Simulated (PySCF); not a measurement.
# The bond of HgCl, level by level

One table from this session's results is given with a row withheld; the runs are named, their logs left out.

The runs use PySCF 2.14.0; Hg def2-TZVPP with ECP60, Cl def2-TZVPP, scalar-relativistic core potentials.

The first run:

A driver script around PySCF takes these settings:

```
atoms                         : Hg, Cl
charge                        : 0
basis                         : Hg def2-TZVPP with ECP60, Cl def2-TZVPP
Hamiltonian                   : scalar-relativistic core potentials
basis functions               : 101
electrons treated             : 37
masses in u                   : 201.9706, 34.9689
levels                        : PBE0, PBE, r²SCAN, BLYP, r²SCAN0, revPBE, PBEsol, HSE06, HF, MP2, SCS-MP2, CCSD, CCSD(T)
grid                          : 80 radial by 434 angular points
occupations                   : held fixed by the projection of orbital angular momentum
dissociation limit            : Hg + Cl, each in its ground configuration
starting distance in angstrom : 2.345
values of 2S to try           : 1, 3
```

Launch:

```bash
$ OMP_NUM_THREADS=2 python dia.py task.json out
```

Steps of the session up to this table: The job; First curve: PBE0; Excited determinants; PBE; r²SCAN (meta-GGA); BLYP; r²SCAN0; revPBE (GGA); PBEsol; HSE06; UHF (mean field); MP2 and coupled cluster.

One of the session's tables, all rows but one given; the rest of the session is left out.

It belongs to the step «The curves together». Energy (eV) from each level's lowest point:

```
R (Å)    UHF  UHF-MP2  UHF-SCS-MP2  UHF-CCSD  UHF-CCSD(T)
2.071  0.926    0.627        0.705       n/a          n/a
2.167  0.402    0.224        0.269     0.317        0.314
2.264  0.124    0.041        0.058     0.084        0.083
2.336  0.027    0.000        0.000     0.012        0.012
2.408  0.000    0.016        0.001     0.000        0.000
2.480  0.022    0.069        0.041     0.030        0.030
2.577      ?        ?            ?         ?            ?
2.697  0.248    0.312        0.261     0.237        0.236
2.841  0.423    0.446        0.385     0.385        0.391
3.034  0.572    0.553        0.468       n/a          n/a
```

Q: Estimate the row for R (Å) = 2.577 from the others.

Worked estimate for «UHF». A straight line through the neighbours (2.480, 0.022) and (2.697, 0.248) gives 0.022 + (0.248 − 0.022) × (2.577 − 2.480) / (2.697 − 2.480) = 0.123; a parabola fitted to 4 rows on both sides gives 0.115.

**Answer.** UHF: 0.103; UHF-MP2: 0.172; UHF-SCS-MP2: 0.132; UHF-CCSD: 0.110; UHF-CCSD(T): 0.109. In «UHF» the line misses by +0.020 and the parabola by +0.012.
